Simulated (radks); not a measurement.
**Valence configurations of La⁺**

An exercise on one series of results from a longer session: the logs are not shown, and one member is left open.

The numbers are computed with radks (a radial shooting solver on a logarithmic mesh, Libxc functionals) version 1 (non-relativistic Kohn-Sham, SCAN, spin-unpolarised, spherical densities, point nucleus), except any that are marked as measured or tabulated.

**The system**

- element: lanthanum (Z = 57)
- charge: +1
- electrons: 56
- configuration: [Xe] 5d2
- others tried: 4f1 5d1; 5d1 6s1; 5d1.5 6p0.5; 5d1.5 6s0.5; 4f0.5 5d1.5; 4f1.5 5d0.5

The outer shells:

La⁺
```
[Xe] core
5d [↑ ][↑ ][  ][  ][  ]
```

The first run:

The run's settings:

```text
Z 57
configuration [Xe] 5d2
relativity non-relativistic
functional scan,scan
spin unpolarised
nucleus point
```

Steps of the session up to this table: [Xe] 5d2.

One of the session's tables, all rows but one given; the rest of the session is left out.

It belongs to the step «[Xe] 5d2». Sizes of the orbitals, from the radial functions (bohr):

```
level     <r>  outermost maximum (interpolated)  90 % within  nodes
   3p  0.2894                             0.261        0.432      1
   3d  0.2606                             0.211        0.407      0
   4s  0.6834                             0.636        0.979      3
   4p       ?                                 ?            ?      ?
   4d  0.7643                             0.670         1.15      1
   5s   1.641                              1.48         2.36      4
   5p   1.842                              1.62         2.68      3
   5d   2.809                              2.16         4.40      2
```

Q: Estimate the row for 4p from the others.

The run gave: <r>: 0.7056; outermost maximum (interpolated): 0.647; 90 % within: 1.02; nodes: 2. In the column «<r>» it lies between 4s (0.6834) and 4d (0.7643).

To keep in mind: Relativity is left out, which favours d and f over s occupation in heavy atoms.
